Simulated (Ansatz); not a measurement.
**SiBrF (SMILES F[Si]Br): one structure at several levels**

One table from this session's results is given with a row withheld; the runs are named, their logs left out.

Program: Ansatz 0.2.0, Gaussian basis. Level of theory: single points in def2-TZVPP. These are calculated values, not measurements.

Correlated methods freeze the cores. Filled d shells of the heavier atoms are correlated.

## The system as given

SMILES `F[Si]Br`, 3 atoms, charge 0, spin multiplicity 1.

Atoms are counted from 1 here; the program's logs count them from 0.

Bond lengths: F1–Si2 1.620 Å, Si2–Br3 2.283 Å. Angles: F1–Si2–Br3 94.8°.

Geometry (Å):

```csv
atom,x (Å),y (Å),z (Å)
F1,0.3645,1.2462,0.3469
Si2,-0.7384,0.3080,-0.3788
Br3,0.3782,-1.6420,0.0228
```

The first run:

File run/in.yaml:

```yaml
crystal:
  periodic: [false, false, false]
  atoms:
    - {symbol: F, position_ang: [0.364500, 1.246200, 0.346900]}
    - {symbol: Si, position_ang: [-0.738400, 0.308000, -0.378800]}
    - {symbol: Br, position_ang: [0.378200, -1.642000, 0.022800]}
basis:
  gaussian: {orbitals: def2-TZVPP}
correlation: {method: ccsd_t}
output: {forces: true}
```

No record of the launch command was kept for these runs.

Among the steps run: CCSD(T)/def2-TZVPP; PBE0-D4/def2-TZVPP; wB97M-V/def2-TZVPP; r2SCAN-D4/def2-TZVPP; PBE-D4/def2-TZVPP; SPW92/def2-TZVPP; wB97X-V/def2-TZVPP.

One table of the session follows, with a row left open; its other results are not shown here.

| method | RMS force component (eV/Å) | angle to CCSD(T) forces (°) | dipole (D) |
| --- | --- | --- | --- |
| CCSD(T) | 0.442 | reference | 1.58 |
| PBE0-D4 | 0.408 | 0.2 | 1.53 |
| wB97M-V | 0.364 | 4.2 | 1.77 |
| r2SCAN-D4 | 0.362 | 4.7 | 1.38 |
| PBE-D4 | ? | ? | ? |
| SPW92 | 0.393 | 8.6 | 1.44 |
| wB97X-V | 0.410 | 6.4 | 1.61 |

**Question.** Estimate the row for PBE-D4.

The run gave: RMS force component (eV/Å): 0.241; angle to CCSD(T) forces (°): 58.1; dipole (D): 1.36. In the column «RMS force component (eV/Å)» it is the lowest.
